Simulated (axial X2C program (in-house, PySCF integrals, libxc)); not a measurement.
# AsNC⁺: bond lengths and stretches, held linear

Aim: the two bond lengths and stretching wavenumbers of linear AsNC⁺, with and without spin–orbit coupling, at PBE0, HF, BHandHLYP, MP2.

Computed with an in-house X2C program for linear molecules on PySCF integrals. Level: all-electron X2C, two-component (2c) or spin-free, As dyall-v3z, N dyall-av3z, C dyall-v3z.

All values are calculated.

2 further runs of the same task are left out: 2 set aside as unsound or not needed.

### Step 1. The job

task.json

```json
{"zs": [33, 7, 6], "q": 1, "bas": ["dyall-v3z", "dyall-av3z", "dyall-v3z"], "r0": [1.87, 1.17], "symm": 0, "scan": ["PBE0", "HF", "BHandHLYP"], "levels": ["PBE0", "HF", "TPSSh"], "nst": 2}
```

Keys: zs atomic numbers; q charge; bas basis sets; r0 starting distance in Å; symm equal bonds; scan levels of the two-bond scan (MP2 follows by itself at each HF point); levels methods; nst determinants followed.

Command:

```bash
$ python solin.py task.json out
```

Masses As 74.922, N 14.003, C 12.000 u.

### Step 2. Scan at PBE0, 2c

State: Ω = 1/2 (beyond evenly filled blocks: ω = 1/2). Energies above the lowest point, from the job's result record:

| r(As–N) (Å) | r(N–C) (Å) | E (meV) |
| --- | --- | --- |
| 1.6838 | 1.1788 | 74.84 |
| 1.6838 | 1.2090 | 31.39 |
| 1.6838 | 1.2392 | 64.13 |
| 1.7270 | 1.1788 | 38.09 |
| 1.7270 | 1.2090 | 0.00 |
| 1.7270 | 1.2392 | 38.40 |
| 1.7270 | 1.2695 | 139.23 |
| 1.7702 | 1.1788 | 61.24 |
| 1.7702 | 1.2090 | 27.66 |
| 1.7702 | 1.2392 | 70.80 |
| 1.8134 | 1.2090 | 102.47 |
| 1.8134 | 1.2695 | 259.64 |

A quadratic surface with cubic terms in each bond gives the minimum at 1.727 and 1.208 Å, force constants 5.05, 13.5 and coupling 0.58 mdyn/Å.

### Step 3. Scan at HF, 2c

State: Ω = 1/2 (beyond evenly filled blocks: ω = 1/2). Energies above the lowest point, from the job's result record:

| r(As–N) (Å) | r(N–C) (Å) | E (meV) |
| --- | --- | --- |
| 1.6838 | 1.1788 | 13.93 |
| 1.6838 | 1.2090 | 37.03 |
| 1.6838 | 1.2392 | 137.94 |
| 1.7270 | 1.1788 | 0.00 |
| 1.7270 | 1.2090 | 29.81 |
| 1.7270 | 1.2392 | 137.70 |
| 1.7270 | 1.2695 | 309.31 |
| 1.7702 | 1.1788 | 49.73 |
| 1.7702 | 1.2090 | 85.48 |
| 1.7702 | 1.2392 | 199.48 |
| 1.8134 | 1.2090 | 191.70 |
| 1.8134 | 1.2695 | 494.65 |

A quadratic surface with cubic terms in each bond gives the minimum at 1.713 and 1.184 Å, force constants 5.73, 15.8 and coupling 0.75 mdyn/Å.

### Step 4. Scan at BHandHLYP, 2c

State: Ω = 1/2 (beyond evenly filled blocks: ω = 1/2). Energies above the lowest point, from the job's result record:

| r(As–N) (Å) | r(N–C) (Å) | E (meV) |
| --- | --- | --- |
| 1.6838 | 1.1788 | 23.93 |
| 1.6838 | 1.2090 | 20.05 |
| 1.6838 | 1.2392 | 92.11 |
| 1.7270 | 1.1788 | 0.00 |
| 1.7270 | 1.2090 | 1.80 |
| 1.7270 | 1.2392 | 79.79 |
| 1.7270 | 1.2695 | 220.03 |
| 1.7702 | 1.1788 | 37.20 |
| 1.7702 | 1.2090 | 43.86 |
| 1.7702 | 1.2392 | 126.87 |
| 1.8134 | 1.2090 | 134.24 |
| 1.8134 | 1.2695 | 371.44 |

A quadratic surface with cubic terms in each bond gives the minimum at 1.719 and 1.193 Å, force constants 5.35, 14.6 and coupling 0.62 mdyn/Å.

### Step 5. The levels side by side

| level | r(As–N) (Å) | r(N–C) (Å) | lower stretch (cm⁻¹) | upper stretch (cm⁻¹) |
| --- | --- | --- | --- | --- |
| PBE0, 2c | 1.727 | 1.208 | 650.0 | 1923.4 |
| HF, 2c | 1.713 | 1.184 | 694.4 | 2074.0 |
| BHandHLYP, 2c | 1.719 | 1.193 | 669.4 | 2001.8 |
| MP2, 2c | 1.745 | 1.214 | 635.8 | 1948.5 |
| PBE0, spin-free | 1.726 | 1.209 | 651.0 | 1918.7 |
| HF, spin-free | 1.712 | 1.185 | 695.5 | 2070.6 |
| BHandHLYP, spin-free | 1.718 | 1.194 | 670.4 | 1997.9 |
| MP2, spin-free | 1.744 | 1.214 | 636.7 | 1947.6 |

Scans not shown above were run alike.

In words: Over the levels the As–N bond spans 1.712 to 1.745 Å and the N–C bond 1.184 to 1.214 Å. At PBE0 going from spin-free to two-component moves the bonds by +0.001 and -0.001 Å. Each state is one determinant, the lowest of a limited PBE0 search; the stretches come from a fit to few points and are good to some per cent at best. MP2 freezes inner shells (threshold -2 hartree). The molecule was held linear; bending was not examined, so a bent shape may lie lower. Note: functional without a current term on a determinant with orbital currents, of the molecule or an atom.
